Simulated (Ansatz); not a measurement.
Born–Oppenheimer molecular dynamics of a periodic cell of 16 atoms, MgO (host MgO, host structure Fm-3m). It goes on from the last frame of an earlier run, with new velocities.

The calculation used DFT PBE, scalar-relativistic, plane waves, PAW in Ansatz 0.2.0. Settings: accuracy low, cutoff 420 eV, k mesh 2x2x2, fermi-dirac smearing 0.05 eV, no spin polarisation.

```
ensemble        : NVT, Langevin thermostat
time step       : 1 fs
steps asked     : 260
set temperature : 1170 K
friction        : 0.02 /fs
seed            : 749595
```

Frames 2 fs apart, positions in Å, forces in eV/Å.

Velocities at 50.0 fs (Å/ps):

```
Mg -0.16 0.79 3.39
O 9.78 5.44 -9.59
Mg 4.96 -5.28 -7.34
O -0.72 -1.80 -5.52
Mg 5.74 2.00 -15.93
O 12.77 1.56 -1.00
Mg -0.23 -8.03 4.93
O 3.66 2.60 3.49
Mg -0.08 3.97 -3.20
O -2.53 -16.33 -2.49
Mg 12.96 -2.76 8.49
O -5.96 1.94 -4.59
Mg -2.23 -6.75 3.98
O -6.34 -8.46 -4.25
Mg 9.33 -0.51 2.75
O -22.65 -11.05 -5.92
```

```xyz
16
Lattice="0.0000 4.3100 4.3100 4.3100 0.0000 4.3100 4.3100 4.3100 0.0000" Properties=species:S:1:pos:R:3:forces:R:3 time_fs=50.0 energy_less_start_eV=1.814 T=1205
Mg -0.063 -0.136 0.165 -0.23 0.65 -0.67
O 2.249 2.087 1.917 -0.94 0.31 1.32
Mg 2.100 2.121 -0.098 0.25 -0.07 0.95
O 4.296 4.139 2.288 0.25 0.78 -1.19
Mg 2.271 -0.178 1.970 -0.51 0.84 2.11
O 4.412 2.031 4.210 -0.65 0.03 0.98
Mg 4.276 2.075 2.138 0.19 -0.04 0.77
O 6.551 4.484 4.085 -0.33 -2.14 1.01
Mg -0.027 1.927 2.327 0.64 0.12 -0.71
O 2.345 4.214 4.342 -1.11 -0.65 -0.20
Mg 2.059 4.193 2.359 1.04 -0.05 -0.93
O 4.398 6.314 4.441 0.04 0.93 -1.09
Mg 2.219 2.107 4.270 0.46 -0.43 0.09
O 4.355 4.114 6.531 0.21 -0.14 -0.07
Mg 4.430 4.238 4.503 0.30 -0.44 -1.54
O 6.492 6.306 6.544 0.39 0.27 -0.83
16
Lattice="0.0000 4.3100 4.3100 4.3100 0.0000 4.3100 4.3100 4.3100 0.0000" Properties=species:S:1:pos:R:3:forces:R:3 time_fs=52.0 energy_less_start_eV=1.913 T=1204
Mg -0.061 -0.136 0.171 -0.26 0.58 -0.69
O 2.270 2.100 1.896 -1.06 0.10 1.44
Mg 2.112 2.110 -0.111 0.28 0.07 1.00
O 4.292 4.140 2.276 0.32 0.86 -1.06
Mg 2.282 -0.171 1.943 -0.66 0.78 2.46
O 4.439 2.036 4.211 -0.91 -0.06 1.02
Mg 4.277 2.058 2.147 0.27 0.10 0.65
O 6.558 4.487 4.094 -0.35 -2.19 0.79
Mg -0.025 1.937 2.321 0.62 0.04 -0.74
O 2.338 4.177 4.335 -0.99 -0.45 -0.19
Mg 2.088 4.185 2.375 0.78 -0.13 -1.21
O 4.385 6.314 4.432 0.06 0.81 -1.11
Mg 2.215 2.094 4.280 0.43 -0.35 0.09
O 4.343 4.096 6.524 0.35 -0.10 -0.01
Mg 4.446 4.237 4.508 0.34 -0.49 -1.64
O 6.446 6.282 6.532 0.78 0.40 -0.80
16
Lattice="0.0000 4.3100 4.3100 4.3100 0.0000 4.3100 4.3100 4.3100 0.0000" Properties=species:S:1:pos:R:3:forces:R:3 time_fs=54.0 energy_less_start_eV=2.027 T=1141
Mg -0.060 -0.136 0.174 -0.27 0.48 -0.67
O 2.284 2.111 1.877 -1.13 -0.10 1.55
Mg 2.120 2.098 -0.124 0.33 0.23 1.07
O 4.290 4.142 2.264 0.37 0.90 -0.94
Mg 2.294 -0.167 1.922 -0.86 0.74 2.67
O 4.461 2.049 4.217 -1.16 -0.21 1.03
Mg 4.276 2.039 2.157 0.31 0.27 0.52
O 6.562 4.484 4.106 -0.34 -2.17 0.59
Mg -0.020 1.950 2.314 0.62 -0.07 -0.75
O 2.328 4.140 4.325 -0.88 -0.24 -0.04
Mg 2.114 4.178 2.389 0.58 -0.21 -1.51
O 4.372 6.314 4.422 0.08 0.69 -1.10
Mg 2.212 2.077 4.293 0.36 -0.26 0.10
O 4.328 4.082 6.521 0.46 -0.03 0.02
Mg 4.456 4.238 4.511 0.40 -0.55 -1.72
O 6.403 6.257 6.524 1.12 0.52 -0.80
16
Lattice="0.0000 4.3100 4.3100 4.3100 0.0000 4.3100 4.3100 4.3100 0.0000" Properties=species:S:1:pos:R:3:forces:R:3 time_fs=56.0 energy_less_start_eV=2.130 T=1131
Mg -0.059 -0.138 0.177 -0.29 0.39 -0.66
O 2.289 2.122 1.862 -1.12 -0.32 1.63
Mg 2.129 2.085 -0.137 0.34 0.38 1.13
O 4.288 4.147 2.248 0.44 0.89 -0.78
Mg 2.300 -0.162 1.906 -1.02 0.69 2.75
O 4.475 2.065 4.228 -1.31 -0.37 0.96
Mg 4.274 2.016 2.167 0.31 0.44 0.38
O 6.567 4.475 4.117 -0.36 -2.10 0.40
Mg -0.013 1.964 2.308 0.63 -0.20 -0.79
O 2.318 4.097 4.313 -0.80 0.04 0.20
Mg 2.137 4.168 2.403 0.45 -0.25 -1.84
O 4.359 6.317 4.409 0.11 0.52 -1.05
Mg 2.211 2.060 4.301 0.29 -0.22 0.13
O 4.314 4.069 6.513 0.52 0.09 0.10
Mg 4.465 4.235 4.512 0.44 -0.58 -1.79
O 6.364 6.232 6.518 1.36 0.60 -0.78
16
Lattice="0.0000 4.3100 4.3100 4.3100 0.0000 4.3100 4.3100 4.3100 0.0000" Properties=species:S:1:pos:R:3:forces:R:3 time_fs=58.0 energy_less_start_eV=2.222 T=1036
Mg -0.055 -0.142 0.175 -0.31 0.33 -0.60
O 2.289 2.132 1.852 -1.00 -0.52 1.67
Mg 2.138 2.072 -0.150 0.34 0.52 1.20
O 4.289 4.157 2.231 0.48 0.80 -0.59
Mg 2.301 -0.156 1.896 -1.17 0.63 2.74
O 4.490 2.079 4.251 -1.45 -0.51 0.77
Mg 4.269 1.998 2.180 0.31 0.59 0.23
O 6.572 4.464 4.128 -0.36 -2.03 0.23
Mg -0.007 1.982 2.304 0.66 -0.38 -0.89
O 2.309 4.054 4.303 -0.73 0.33 0.44
Mg 2.155 4.160 2.413 0.37 -0.28 -2.13
O 4.348 6.322 4.388 0.10 0.33 -0.88
Mg 2.212 2.042 4.308 0.20 -0.17 0.18
O 4.299 4.056 6.503 0.56 0.27 0.18
Mg 4.474 4.232 4.512 0.45 -0.59 -1.84
O 6.326 6.207 6.510 1.55 0.67 -0.71
16
Lattice="0.0000 4.3100 4.3100 4.3100 0.0000 4.3100 4.3100 4.3100 0.0000" Properties=species:S:1:pos:R:3:forces:R:3 time_fs=60.0 energy_less_start_eV=2.273 T=1003
Mg -0.054 -0.144 0.174 -0.24 0.25 -0.58
O 2.287 2.139 1.848 -0.83 -0.67 1.69
Mg 2.149 2.066 -0.159 0.30 0.60 1.20
O 4.296 4.169 2.215 0.46 0.69 -0.42
Mg 2.303 -0.154 1.893 -1.34 0.59 2.61
O 4.504 2.087 4.276 -1.56 -0.63 0.55
Mg 4.266 1.985 2.196 0.25 0.69 0.07
O 6.573 4.449 4.144 -0.35 -1.96 0.10
Mg -0.004 1.999 2.299 0.74 -0.53 -0.99
O 2.299 4.009 4.298 -0.64 0.68 0.51
Mg 2.174 4.153 2.415 0.29 -0.29 -2.20
O 4.337 6.328 4.356 0.05 0.14 -0.60
Mg 2.214 2.022 4.312 0.09 -0.09 0.21
O 4.280 4.043 6.500 0.64 0.48 0.21
Mg 4.481 4.230 4.511 0.42 -0.59 -1.83
O 6.292 6.191 6.495 1.72 0.65 -0.53
16
Lattice="0.0000 4.3100 4.3100 4.3100 0.0000 4.3100 4.3100 4.3100 0.0000" Properties=species:S:1:pos:R:3:forces:R:3 time_fs=62.0 energy_less_start_eV=2.320 T=1023
Mg -0.054 -0.145 0.174 -0.11 0.18 -0.60
O 2.282 2.144 1.845 -0.58 -0.81 1.73
Mg 2.166 2.061 -0.167 0.15 0.66 1.23
O 4.308 4.183 2.198 0.36 0.55 -0.19
Mg 2.308 -0.156 1.896 -1.51 0.56 2.42
O 4.514 2.092 4.302 -1.60 -0.72 0.30
Mg 4.268 1.976 2.211 0.11 0.75 -0.04
O 6.570 4.429 4.161 -0.33 -1.83 0.00
Mg -0.001 2.013 2.296 0.84 -0.67 -1.17
O 2.287 3.965 4.301 -0.53 1.04 0.40
Mg 2.194 4.144 2.414 0.20 -0.25 -2.15
O 4.324 6.336 4.321 0.04 -0.08 -0.27
Mg 2.219 2.003 4.312 -0.01 -0.05 0.26
O 4.265 4.027 6.495 0.71 0.77 0.23
Mg 4.489 4.230 4.508 0.35 -0.63 -1.76
O 6.258 6.184 6.484 1.92 0.53 -0.39
16
Lattice="0.0000 4.3100 4.3100 4.3100 0.0000 4.3100 4.3100 4.3100 0.0000" Properties=species:S:1:pos:R:3:forces:R:3 time_fs=64.0 energy_less_start_eV=2.376 T=889
Mg -0.062 -0.143 0.172 0.10 0.08 -0.63
O 2.278 2.149 1.845 -0.40 -0.95 1.77
Mg 2.183 2.056 -0.177 -0.02 0.65 1.30
O 4.312 4.193 2.175 0.31 0.46 0.11
Mg 2.313 -0.158 1.905 -1.73 0.53 2.12
O 4.523 2.092 4.324 -1.63 -0.76 0.07
Mg 4.271 1.973 2.226 -0.05 0.78 -0.18
O 6.564 4.407 4.181 -0.32 -1.66 -0.12
Mg 0.004 2.028 2.291 0.92 -0.86 -1.26
O 2.272 3.929 4.306 -0.39 1.34 0.25
Mg 2.211 4.133 2.407 0.11 -0.18 -1.98
O 4.307 6.342 4.297 0.07 -0.28 -0.09
Mg 2.226 1.985 4.310 -0.14 0.02 0.31
O 4.249 4.014 6.493 0.80 1.03 0.23
Mg 4.496 4.226 4.504 0.24 -0.61 -1.66
O 6.229 6.179 6.471 2.13 0.42 -0.25
16
Lattice="0.0000 4.3100 4.3100 4.3100 0.0000 4.3100 4.3100 4.3100 0.0000" Properties=species:S:1:pos:R:3:forces:R:3 time_fs=66.0 energy_less_start_eV=2.423 T=858
Mg -0.074 -0.141 0.168 0.35 -0.04 -0.68
O 2.271 2.152 1.848 -0.24 -1.07 1.79
Mg 2.202 2.052 -0.185 -0.22 0.62 1.38
O 4.311 4.201 2.149 0.30 0.37 0.45
Mg 2.314 -0.161 1.918 -1.92 0.52 1.80
O 4.531 2.089 4.341 -1.68 -0.76 -0.13
Mg 4.274 1.970 2.242 -0.20 0.77 -0.34
O 6.555 4.380 4.199 -0.32 -1.39 -0.23
Mg 0.004 2.041 2.287 1.03 -0.99 -1.36
O 2.250 3.896 4.312 -0.23 1.67 0.06
Mg 2.227 4.125 2.396 -0.02 -0.13 -1.77
O 4.290 6.346 4.274 0.11 -0.46 0.07
Mg 2.236 1.973 4.309 -0.29 -0.08 0.33
O 4.233 4.009 6.492 0.89 1.19 0.20
Mg 4.498 4.220 4.494 0.14 -0.55 -1.48
O 6.208 6.175 6.457 2.30 0.34 -0.09
16
Lattice="0.0000 4.3100 4.3100 4.3100 0.0000 4.3100 4.3100 4.3100 0.0000" Properties=species:S:1:pos:R:3:forces:R:3 time_fs=68.0 energy_less_start_eV=2.489 T=819
Mg -0.089 -0.143 0.166 0.62 -0.10 -0.77
O 2.262 2.148 1.855 -0.09 -1.14 1.78
Mg 2.219 2.045 -0.194 -0.45 0.55 1.43
O 4.309 4.206 2.123 0.26 0.29 0.82
Mg 2.316 -0.165 1.931 -2.14 0.51 1.49
O 4.539 2.080 4.351 -1.74 -0.69 -0.28
Mg 4.277 1.968 2.255 -0.31 0.71 -0.47
O 6.545 4.356 4.214 -0.33 -1.18 -0.33
Mg 0.000 2.053 2.286 1.12 -1.07 -1.51
O 2.223 3.867 4.322 -0.03 1.94 -0.20
Mg 2.241 4.110 2.385 -0.16 -0.02 -1.54
O 4.271 6.350 4.251 0.15 -0.63 0.24
Mg 2.245 1.961 4.306 -0.41 -0.16 0.35
O 4.217 4.016 6.489 1.04 1.21 0.16
Mg 4.500 4.210 4.481 0.04 -0.48 -1.30
O 6.196 6.173 6.436 2.42 0.25 0.12
16
Lattice="0.0000 4.3100 4.3100 4.3100 0.0000 4.3100 4.3100 4.3100 0.0000" Properties=species:S:1:pos:R:3:forces:R:3 time_fs=70.0 energy_less_start_eV=2.546 T=828
Mg -0.106 -0.147 0.163 0.91 -0.14 -0.87
O 2.250 2.145 1.865 0.06 -1.20 1.75
Mg 2.233 2.038 -0.198 -0.68 0.47 1.42
O 4.307 4.213 2.102 0.19 0.18 1.16
Mg 2.318 -0.169 1.942 -2.32 0.51 1.31
O 4.543 2.067 4.357 -1.76 -0.57 -0.39
Mg 4.281 1.968 2.261 -0.36 0.62 -0.55
O 6.538 4.334 4.225 -0.37 -1.03 -0.41
Mg -0.004 2.060 2.279 1.17 -1.08 -1.57
O 2.195 3.846 4.342 0.17 2.11 -0.63
Mg 2.252 4.090 2.373 -0.31 0.17 -1.24
O 4.257 6.356 4.232 0.19 -0.79 0.36
Mg 2.253 1.947 4.304 -0.51 -0.14 0.37
O 4.207 4.027 6.486 1.16 1.12 0.13
Mg 4.500 4.200 4.469 -0.04 -0.41 -1.14
O 6.189 6.172 6.418 2.51 0.17 0.31
16
Lattice="0.0000 4.3100 4.3100 4.3100 0.0000 4.3100 4.3100 4.3100 0.0000" Properties=species:S:1:pos:R:3:forces:R:3 time_fs=72.0 energy_less_start_eV=2.593 T=746
Mg -0.123 -0.154 0.160 1.21 -0.18 -0.92
O 2.236 2.138 1.879 0.22 -1.25 1.66
Mg 2.242 2.026 -0.204 -0.80 0.40 1.44
O 4.306 4.220 2.089 0.13 0.04 1.43
Mg 2.321 -0.169 1.953 -2.49 0.51 1.20
O 4.547 2.051 4.361 -1.82 -0.42 -0.46
Mg 4.282 1.967 2.268 -0.29 0.53 -0.64
O 6.534 4.306 4.239 -0.46 -0.83 -0.47
Mg -0.006 2.068 2.269 1.19 -1.09 -1.58
O 2.166 3.830 4.367 0.39 2.18 -1.07
Mg 2.257 4.071 2.360 -0.42 0.35 -0.96
O 4.252 6.366 4.213 0.15 -0.96 0.51
Mg 2.264 1.933 4.306 -0.64 -0.10 0.37
O 4.198 4.043 6.484 1.28 1.00 0.06
Mg 4.499 4.189 4.455 -0.10 -0.32 -1.00
O 6.191 6.164 6.407 2.45 0.15 0.43
```

Of the whole run (260 fs, mean temperature of the second half 1046 K): The mean temperature of the second half is 11 % below the set value. A run of 0.26 ps of so small a system gives no equilibrium averages. Limits of this set-up: coarse k mesh, low accuracy level.

Time of the run: 15 min on 1 CPU thread of a shared host.
